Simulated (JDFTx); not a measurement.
Here is a JDFTx 1.7.0 (patched build) calculation.

Contents of SiH3SeF.in:

```
lattice \
   22.6767134955     0.0000000000     0.0000000000 \
    0.0000000000    22.6767134955     0.0000000000 \
    0.0000000000     0.0000000000    24.5664396201
coords-type Lattice
ion F      0.3786375000     0.5333958300     0.4870923100 1
ion Si     0.5064625000     0.5224208300     0.4542307700 1
ion Se     0.6235291700     0.5763125000     0.5808000000 1
ion H      0.5251708300     0.4042291700     0.4271230800 1
ion H      0.5266875000     0.5992708300     0.3673000000 1
ion H      0.6085291700     0.4717625000     0.6379307700 1

ion-species pseudo/F.upf
ion-species pseudo/Si.upf
ion-species pseudo/Se.upf
ion-species pseudo/H.upf
elec-cutoff 43
elec-ex-corr gga-x-rpbe gga-c-pbe
kpoint-folding 1 1 1
elec-n-bands 15
electronic-minimize nIterations 100 energyDiffThreshold 1e-07
coulomb-interaction Isolated
coulomb-truncation-embed 0.501083 0.501750 0.502615
core-overlap-check none
forces-output-coords Cartesian

dump-name run.$VAR
dump End Ecomponents EigStats BandEigs Kpoints Forces Dipole
```

Potentials or basis: PseudoDojo-SR-PBE-0.5-standard with smoothed tails.

Run with:

```bash
$ jdftx -c 1 -i SiH3SeF.in -o SiH3SeF.out
```

Question: Predict the Loewdin charges.

Answer: F -0.49; Si +1.07; Se -0.13; H -0.11, -0.10, +0.10 e.
